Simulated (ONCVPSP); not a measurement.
**Niobium: generating and testing an ONCV potential**

Aim: build the potential from the settings below, then test how well it stands in for the atom: other configurations, scattering, ghost states and the plane-wave cutoff that it needs.

Program: ONCVPSP 4.0.1. Reference atom: PW91, fully relativistic, spherical and spin-unpolarised. All values are calculated.

## Step 1: Settings

The settings as typed:

| Quantity | Value |
| --- | --- |
| element | niobium (Nb, Z = 41) |
| type | optimised norm-conserving Vanderbilt (ONCV) |
| frozen core | [Kr] |
| valence charge | 5 |
| reference configuration | 4d4 5p1 |
| partial waves | s scattering state at 0.12 Ha: rc 3.20 bohr, ncon 4, nbas 7, qcut 2.1 1/bohr, 3 projectors, debl 3 Ha; 5p: rc 3.20 bohr, ncon 3, nbas 7, qcut 2.4 1/bohr, 2 projectors, debl 1.1 Ha; 4d: rc 2.00 bohr, ncon 5, nbas 10, qcut 6.2 1/bohr, local |
| local potential | the d channel |
| core correction | polynomial model core, fcfact 0.7 |

The outer shells as boxes (Hund's rule for the drawing; the calculation is spin-unpolarised):

```
[Kr] core
4d [↑ ][↑ ][↑ ][↑ ][  ]
5p [↑ ][  ][  ]
```

An earlier all-electron run gives the scale for the radii.

All-electron outer shells of the reference configuration (PW91, scalar-relativistic, ld1.x):

| shell | level (eV) | outermost node (bohr) | outermost maximum (bohr) |
| --- | --- | --- | --- |
| 4p | -35.82 | 0.54 | 1.12 |
| 5s | -4.84 | 1.40 | 3.04 |
| 4d | -4.22 | 0.55 | 1.49 |
| 5p | -1.77 | 1.62 | 4.10 |

## Step 2: Generation

Contents of Nb.dat:

```
# ATOM AND REFERENCE CONFIGURATION
# atsym  z   nc   nv     iexc    psfile
  Nb 41.00    8    2  -109134      upf
#
#   n    l    f
    1    0    2.00
    2    0    2.00
    2    1    6.00
    3    0    2.00
    3    1    6.00
    3    2   10.00
    4    0    2.00
    4    1    6.00
    4    2    4.00
    5    1    1.00
#
# PSEUDOPOTENTIAL AND OPTIMIZATION
# lmax
    2
#
#   l,   rc,      ep,       ncon, nbas, qcut
    0    3.20    0.12    4    7    2.10
    1    3.20    0.00    3    7    2.40
    2    2.00    0.00    5   10    6.20
#
# LOCAL POTENTIAL
# lloc, lpopt,  rc(5),   dvloc0
    2    5    2.00    0.00
#
# VANDERBILT-KLEINMAN-BYLANDER PROJECTORs
# l, nproj, debl
    0    3    3.00
    1    2    1.10
    2    0    3.80
#
# MODEL CORE CHARGE
# icmod, fcfact, rcfact
    1    0.70    0.00
#
# LOG DERIVATIVE ANALYSIS
# epsh1, epsh2, depsh
   -2.00    5.00    0.02
#
# OUTPUT GRID
# rlmax, drl
    6.00    0.01
#
# TEST CONFIGURATIONS
# ncnf
    4
# nvcnf
#   n    l    f
    3
    4    2    4.00
    5    1    0.00
    5    0    1.00
#
    2
    4    2    4.00
    5    1    0.00
#
    2
    4    2    3.00
    5    1    0.00
#
    3
    4    2    3.00
    5    1    0.00
    5    0    2.00
#
```

Run with:

```sh
$ oncvpspr.x < Nb.dat > Nb.out
```

What does the calculation give? Wanted: cutoffs for 1 and 0.1 mHa per electron, occupied waves; bound ghosts; GHOST(+) flags; largest miss of a reference level; largest test error; largest phase difference near zero energy, channels read; rms error of d²Exc/dn², without and with the model core; projector energies reset by the program.

**Answer**, as computed:

```
                                                quantity                                     value
  cutoffs for 1 and 0.1 mHa per electron, occupied waves                           15 Ha and 19 Ha
                                            bound ghosts                                none found
                                          GHOST(+) flags  s at 81 eV, p3/2 at 19 eV, p1/2 at 21 eV
                       largest miss of a reference level                               97 meV (4d)
                            largest test error (AE − PS)                  -61 meV, for 4d3 5s2 5p0
largest phase difference near zero energy, channels read                                 0.014 rad
 rms error of d²Exc/dn², without and with the model core                         9.72 and 2.14 mHa
                 projector energies reset by the program                 s: 0.050, 3.050, 6.050 Ha
```

In words: Already in the reference configuration the 4d level is off by 97 meV: its channel is the local one, which carries no spin-orbit splitting. The worst unpolarised test, 4d3 5s2 5p0, is off by 61 meV on 3.5 eV; by total energies transferability rates as fair. The potential is soft on the atom at that tolerance: the looser tolerance needs 15 Ha. At the looser tolerance the 4d wave is the slowest; 5p needs 1 Ha. The program's ghost test flags no bound state. Near zero energy the phases of the channels with partial waves agree within 0.014 rad. The program also flags highly localised states, GHOST(+) (s, p3/2, p1/2). These are tests on the free atom; a crystal test is still owed.
